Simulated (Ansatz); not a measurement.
# MgGe2 in Ansatz: convergence with scf exx energy threshold

Input of the first run (scf exx energy threshold 0.01); the others differ in this setting and in those tied to it:

File input.yaml:

```yaml
crystal:
  lattice:
    - [2.92506189, -3.06088458, 0.0]
    - [2.92506189, 3.06088458, 0.0]
    - [0.0, 0.0, 4.0956695]
  atoms:
    - { symbol: Mg, position: [0.5, 0.5, 0.5] }
    - { symbol: Ge, position: [0.5, 0.5, 0.0] }
    - { symbol: Ge, position: [0.0, 0.0, 0.0] }
hamiltonian:
  xc: hse06
  pseudopotentials: { kind: paw }
kpoints:
  mp_grid: { grid: [3, 3, 4] }
scf:
  occupations: { method: fermi_dirac, width: 0.05 }
  exx: { energy_threshold: 0.01 }
output:
  forces: true
  stress: true
  eigenvalues: true
```

Potentials or basis: Ansatz PAW.

Run with:

```console
$ ansatz run input.yaml --threads 2 --pin off --max-ram 5632MiB --backend cpu --events-out ev --progress --plain --runs-dir out
```

The cell was built by a generator and needn't be a form met in nature.

Hardware: 2 threads of Arm Neoverse V1, on a shared host.

```csv
scf exx energy threshold,"energy less the tightest run, at zero smearing (meV/atom)",SCF cycles,CPU time (s),peak memory (GiB)
0.01,0.00,19,29,0.83
0.001,0.00,19,29,0.83
0.0001,0.00,19,29,0.84
1e-05,0.00,19,29,0.83
1e-06,0.00,20,29,0.84
1e-07,0.00,23,33,0.83
```

Against the tightest run, the energy stays within 1 meV/atom from 0.01 on. The tightest run that finished is the yardstick and may itself not be fully converged.

Caveat, for the tightest run too: the k mesh is coarse (spacing up to 0.50 Å⁻¹), so the values aren't converged, least of all with exact exchange.
